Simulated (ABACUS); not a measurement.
Runs of ABACUS 3.10.1 on Ta4NiO11. Symmetry: F-43m, No. 216, cubic system. The conventional cell has a = 9.734 Å, b = 9.734 Å, c = 9.734 Å, α = 90.00°, β = 90.00°, γ = 90.00°. Ta (site symmetry 3m) is surrounded by 6 O at 1.91 to 2.11 Å. Ni (site symmetry -43m) is surrounded by 10 O at 2.64 to 2.92 Å. Around O (site symmetry -43m) lie 12 O at 3.48 Å. O (site symmetry 3m) has 3 Ta at 2.11 Å as nearest neighbours. O (site symmetry 2mm) has 2 Ta at 1.91 Å as nearest neighbours. The cell was built by a generator and needn't be a form met in nature.

```csv
task,level,potentials or basis,k mesh,cutoff (eV),SCF threshold on the density,eigensolver,symmetry key,path,points for each segment of the path,mesh quality,gap on the mesh (eV),pressure (GPa),moment (μB),largest force (eV/Å)
single point,PBE,"PseudoDojo NC SR 0.4.1 PBE standard, DZP LCAO (the cutoffs set its grid)",4 × 4 × 4,1361,1e-07,genelpa,1,-,-,not flagged,none,0.2,(b),0.11
single point,r2SCAN,"SG15 ONCV 1.2 PBE, DZP LCAO (the cutoffs set its grid)",3 × 3 × 3,1361,1e-07,genelpa,1,-,-,coarse,none,-6.4,1.09,0.33
single point,PBE,"PseudoDojo NC SR 0.4.1 PBE standard, plane waves",5 × 5 × 5,1333,1e-08,dav,1,-,-,not flagged,none,(a),2.16,0.12
single point,r2SCAN,"SG15 ONCV 1.2 PBE, plane waves",3 × 3 × 3,1537,1e-08,dav,1,-,-,coarse,none,-7.7,2.21,(c)
```

Alike in all rows: spin collinear, ferromagnetic start; cell as given; smearing fermi-dirac 0.05 eV.

Q: Estimate the missing entries.

A: (a) -1.0; (b) 1.04; (c) 0.59.

Caveats: some runs use coarse meshes; a cell with one magnetic atom can't hold antiferromagnetic order, which such compounds often take; semilocal functionals often make such compounds metallic where correlation or magnetic order opens a gap, which also shifts bond lengths; the atomic orbitals were generated for these runs and aren't a published set (some runs); the basis of atomic orbitals isn't converged, which shifts pressures, moduli and gaps (some runs); the potentials were made for another functional, which shifts forces and pressure (some runs); there are fewer bands than atomic start orbitals, so a level may be missed at k points of high symmetry (some runs).

A k mesh can miss the band edges, and the runs leave out spin-orbit coupling on Ta.

A gap of «none» marks a metal or a gap under the smearing width.

The runs don't all hold the same shells in valence.
